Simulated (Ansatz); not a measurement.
## KCuCl3, space group Pm-3m: a scan of the Hubbard U

Computed with Ansatz 0.2.0 through its Python package.

`POSCAR_kcucl3`
```text
KCuCl3
1.0
   4.79805202    0.00000000    0.00000000
   0.00000000    4.79805202    0.00000000
   0.00000000    0.00000000    4.79805202
K Cu Cl
1 1 3
Direct
   0.00000000    0.00000000    0.00000000
   0.50000000    0.50000000    0.50000000
   0.00000000    0.50000000    0.50000000
   0.50000000    0.00000000    0.50000000
   0.50000000    0.50000000    0.00000000
```

The script, `plus_u_kcucl3.py`:
```python
'''DFT+U scan for KCuCl3.'''

import warnings

import ansatz as az
from ase.io import read
import numpy as np


def count_gap(report):
    # lowest empty less highest filled band, counting bands; zero where they overlap
    return max(report.get('gap_by_band_count_ev') or 0.0, 0.0)


def main() -> None:
    warnings.simplefilter('ignore', az.DeckWarning)

    atoms = read('POSCAR_kcucl3', format='vasp')
    kcucl3 = az.Crystal.from_ase(atoms)

    setup = (
        kcucl3.calculation()
        .occupations('gaussian', width=0.15)
        .functional('pbesol')
        .kpoints(spacing=0.29)
        .basis(24 * az.Ha)
        .mixing('msr1', ndim=12, beta=0.4)
        .scf(max_iterations=60)
        .band_table()
    )
    rows = []
    for u in [2.0, 4.0, 6.0, 8.0]:
        rep = setup.hubbard('Cu', 'd', u_eff=u).run().report
        shell = rep['hubbard']['n_scf']
        rows.append((u, count_gap(rep), sum(shell) / len(shell), rep['n_iterations']))
    print('      U_eff eV  gap by band count eV  Cu d occupation (projector)      iterations')
    for row in rows:
        print(f'{str(row[0]):>14s}  {row[1]:20.3f}  {row[2]:27.4f}  {row[3]:14d}')


if __name__ == '__main__':
    main()
```

```console
$ python plus_u_kcucl3.py
      U_eff eV  gap by band count eV  Cu d occupation (projector)      iterations
           2.0                 0.000                       9.5764              10
           4.0                 0.000                       9.6298              10
           6.0                 0.000                       9.6812              10
           8.0                 0.000                       9.7296              10
```

Caveats:
- The cell holds an odd number of electrons and is run without spin, so a magnetic state may lie lower.
- U, its shell and the double counting are chosen to explore, and aren't derived for this compound.
- A gap by band count of zero or less means overlapping bands, a metal, and at an odd count of electrons it is no gap at all.
- A Hubbard U without spin forces both spins into the same orbitals, which can open a gap or pick a state that a spin-polarised run wouldn't.
- The structure comes from a database of computed cells and needn't be a stable or known phase.
- Gaps and levels are Kohn-Sham values on a finite set of k-points.
- Shell occupations and the effect of U depend on the projectors; a run with no .spin step is spin-unpolarised, and each U may end in a state that isn't the lowest.
- The script silences the warnings on its input, which a real study should read.
- Timing: 20 s on 1 thread of Arm Neoverse V1, on a shared host, peak memory 0.54 GiB.
